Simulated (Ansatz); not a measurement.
Debugging a comparison of functionals at one structure of LiTiCl3, space group P4/mmm (the Ansatz DFT code, driven from Python).

`xc.py`
```python
"""Functional comparison for LiTiCl3 (totals differ with the potentials too)."""

import ansatz as az

crystal = (
    az.Lattice.from_parameters(5.05918, 5.05918, 4.860325, alpha=90, beta=90, gamma=90)
    .space_group(123, hermann_mauguin="P4/mmm")
    .atom("Li", (0.5, 0.5, 0.5))
    .atom("Ti", (0.0, 0.0, 0.5))
    .atom("Cl", (0.0, 0.5, 0.5))
    .atom("Cl", (0.0, 0.0, 0.0))
)

setup = crystal.calculation().occupations("fermi_dirac", width=0.15).basis(650).kpoints(density=3.4)

rows = []
for value in ["r2scan", "lda", "pbesol"]:
    rep = setup.functional(value).run(threads=1).report
    rows.append((value, rep["free_energy_ev"] / len(rep["lattice"]["sites"]), rep["n_iterations"], sum(rep["stress_gpa"][i][i] for i in range(3)) / 3, rep["n_kpoints"]))

print("  functional   F/atom (eV)    iterations       P (GPa)      k-points")
for row in rows:
    print(f"{str(row[0]):>12s}  {row[1]:12.5f}  {row[2]:12d}  {row[3]:12.3f}  {row[4]:12d}")
```

```console
$ python xc.py
Traceback (most recent call last):
  File "xc.py", line 19, in <module>
    rows.append((value, rep["free_energy_ev"] / len(rep["lattice"]["sites"]), rep["n_iterations"], sum(rep["stress_gpa"][i][i] for i in range(3)) / 3, rep["n_kpoints"]))
                                                                                                   ~~~^^^^^^^^^^^^^^^^^^^^^^^^^^^^^^^^^^^^^^^^^^^
  File "xc.py", line 19, in <genexpr>
    rows.append((value, rep["free_energy_ev"] / len(rep["lattice"]["sites"]), rep["n_iterations"], sum(rep["stress_gpa"][i][i] for i in range(3)) / 3, rep["n_kpoints"]))
                                                                                                       ~~~^^^^^^^^^^^^^^
KeyError: 'stress_gpa'
$ echo $?
1
```

Why does it end like this?

The fault: the script reads a product that it never asked for. The correction:

```diff
--- before
+++ after
@@ -13,3 +13,3 @@
 
-setup = crystal.calculation().occupations("fermi_dirac", width=0.15).basis(650).kpoints(density=3.4)
+setup = crystal.calculation().occupations("fermi_dirac", width=0.15).basis(650).kpoints(density=3.4).stress()
```

The mended script runs so:

```console
$ python xc.py
  functional   F/atom (eV)    iterations       P (GPa)      k-points
      r2scan   -1193.60573             7        -1.299            18
         lda   -1158.19506             8        -4.395            18
      pbesol   -1173.22840             7        -2.707            18
```

No spin polarisation was allowed. The mesh is modest for a metal, so energies can be off by several to tens of meV an atom and pressures by half a GPa or more; differences at equal mesh fare better. A Fermi-Dirac width this large means warm electrons, whose thermal share enters the free energy. Pressure is positive in compression. The structure comes from a database of computed cells and needn't be a stable or known phase. Total energies of different functionals can't be compared; pressures, moments and gaps at this one structure can. Timing: 56 s on 1 thread of Arm Neoverse N1, with other jobs on the host, peak memory 0.88 GiB.
